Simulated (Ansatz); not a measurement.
# SiTe7: the cost of one run

Method: DFT PBE, scalar-relativistic, plane waves, PAW, unless a step names another level, in Ansatz 0.2.0.

5 further runs of the same task are left out: 3 that didn't finish, 2 set aside as unsound or not needed. Runs told in other sessions of the task aren't counted.

## 1. The structure to begin with

Symmetry: R3m, No. 160, trigonal system. The conventional cell has a = 8.795 Å, b = 8.795 Å, c = 11.530 Å, α = 90.00°, β = 90.00°, γ = 120.00°. Around Si (site symmetry 3m) lie 3 Te at 2.75 Å. Te (site symmetry m) has 1 Si at 2.75 Å and 4 Te at 3.15 to 3.23 Å in its first shell of neighbours. Around Te (site symmetry m) lie 6 Te at 3.15 to 3.23 Å. Around Te (site symmetry 3m) lie 6 Te at 3.18 to 3.19 Å.

Coordinates:

```cif
data_structure
_symmetry_space_group_name_H-M 'P 1'
_symmetry_Int_Tables_number 1
_cell_length_a 6.3681
_cell_length_b 6.3681
_cell_length_c 6.3681
_cell_angle_alpha 87.344
_cell_angle_beta 87.344
_cell_angle_gamma 87.344
_cell_volume 257.43
loop_
_atom_site_label
_atom_site_type_symbol
_atom_site_fract_x
_atom_site_fract_y
_atom_site_fract_z
_atom_site_occupancy
Si1 Si 0.97754 0.97754 0.97754 1
Te1 Te 0.00673 0.00673 0.54530 1
Te2 Te 0.00673 0.54530 0.00673 1
Te3 Te 0.54530 0.00673 0.00673 1
Te4 Te 0.51366 0.01152 0.51366 1
Te5 Te 0.51187 0.51187 0.51187 1
Te6 Te 0.51366 0.51366 0.01152 1
Te7 Te 0.01152 0.51366 0.51366 1
```

It came out lowest among 23 distinct ends of the trial cells. At a tolerance of 0.05 Å it has space group R3m (No. 160).

## 2. A stricter relaxation, on the response runs' mesh and smearing

Input file input.yaml:

```yaml
crystal:
  lattice:
    - [4.3973437721, 2.5388076105, 3.843218285]
    - [-4.3973437721, 2.5388076105, 3.843218285]
    - [0.0, -5.0776152211, 3.843218285]
  atoms:
    - { symbol: Si, position: [0.977537798, 0.977537798, 0.977537798] }
    - { symbol: Te, position: [0.00673378, 0.00673378, 0.5452955167] }
    - { symbol: Te, position: [0.00673378, 0.5452955167, 0.00673378] }
    - { symbol: Te, position: [0.5452955167, 0.00673378, 0.00673378] }
    - { symbol: Te, position: [0.5136581397, 0.0115191663, 0.5136581397] }
    - { symbol: Te, position: [0.5118736796, 0.5118736796, 0.5118736796] }
    - { symbol: Te, position: [0.5136581397, 0.5136581397, 0.0115191663] }
    - { symbol: Te, position: [0.0115191663, 0.5136581397, 0.5136581397] }
basis:
  ecutwfc: 420
kpoints:
  mp_grid: { grid: [6, 6, 6] }
hamiltonian:
  xc: pbe
scf:
  occupations: { method: gaussian, width: 0.1 }
output:
  forces: true
  stress: true
  eigenvalues: true
relax:
  adjacent_minimum: "off"
  f_tol: 0.001
  max_steps: 60
  cell: { stress_tol: 0.01 }
```

The run is started by

```sh
$ ansatz run input.yaml --threads 3 --pin off --max-ram 7680MiB --backend cpu --events-out ev --progress --plain --runs-dir out
```

What time and memory should one allow on 3 threads of Intel Xeon Platinum 8259CL at 2.50GHz (Skylake/Cascade Lake), shared host?

About 60 s, with a peak of 0.91 GiB.
